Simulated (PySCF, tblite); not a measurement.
# C₅H₆S₂− (doublet): geometry, infrared bands and EPR parameters

Aim: predict the infrared bands and EPR parameters of C₅H₆S₂− (doublet) (`C[C-]1[CH]C=C(S)S1`).

Programs: tblite 0.8.0 and PySCF 2.14.0, with density-fitted response routines of our own. Each step states its level of theory. These are calculated values for one molecule in the gas phase, unless marked as measured. Atoms are numbered from 0 throughout.

## 1. The molecule as given

13 atoms, charge -1, multiplicity 2; geometry from: force field or distance geometry start.

Bonds of the start (Å): C0–C1 1.50, C1–C2 1.50, C2–C3 1.44, C3–C4 1.36, C4–S5 1.79, C4–S6 1.80, S6–C1 1.85, C0–H7 1.10, C0–H8 1.10, C0–H9 1.12, C2–H10 1.11, C3–H11 1.10, S5–H12 1.41.

## 2. Optimising the geometry with GFN2-xTB

The job: settings as JSON, then the geometry in Å.

```
{"job": {"kind": "relax", "xc": "GFN2-xTB", "basis": "xTB"}, "charge": -1, "multiplicity": 2}
C     -1.684700     0.757700     0.191900
C     -1.309500    -0.684800     0.384600
C     -0.507100    -1.255000    -0.740900
C      0.805400    -0.682400    -0.859700
C      1.306200    -0.285100     0.335900
S      2.902200     0.463800     0.628000
S      0.073100    -0.616300     1.609300
H     -2.388000     0.907600    -0.639300
H     -0.794200     1.367400    -0.032200
H     -2.218100     1.111700     1.111800
H     -0.449400    -2.359700    -0.656200
H      1.395600    -0.581000    -1.778400
H      2.864000     1.856400     0.427400
```

The run is started by

```
OMP_NUM_THREADS=1 python probes_run.py task.json out
```

The driver reads the jobs from task.json and runs them one after another.

**Question.** This job is followed by: GFN2-xTB harmonic vibrations, gas phase; UKS B3LYP, pcH-1 on C H S, non-relativistic, mean-field spin-orbit, GIAO. What will the session give for the following? strongest single infrared mode (GFN2-xTB); zero-point energy (GFN2-xTB); g(iso) (B3LYP); ⟨S²⟩; largest a(iso) (averaged by class).

**Answer**, as computed:

```
                                 quantity                  value
strongest single infrared mode (GFN2-xTB)  2140 cm⁻¹, 463 km/mol
             zero-point energy (GFN2-xTB)          54.7 kcal/mol
                           g(iso) (B3LYP)                2.00356
                                     ⟨S²⟩     0.762 (exact 0.75)
       largest a(iso) (averaged by class)   13C on C4, 227.6 MHz
```

In words: Over 142 steps the energy fell by 2.886 eV; of the close pairs, C1–C2 changed most, 1.495 to 1.377 Å. All 33 modes are real, so the xTB geometry is a minimum. The strongest single mode, at 2140 cm⁻¹, moves mainly H12. GFN2-xTB is a fitted tight-binding method: band positions and strengths are rough. Its intensities can rank the bands wrongly. The largest spin populations lie on C1 (0.35 e), C4 (0.33 e). The isotropic g lies 1.2 ppt above the free-electron value. The records flag this anion as possibly unbound in the gas phase, so the basis may hold the extra electron. These values are for one conformer; the search (at its own cheap level) found 2 more, at 0.00, 0.48 kcal/mol (those within 0.05 may be mirror or relabelled copies), and measured spectra average over such forms.
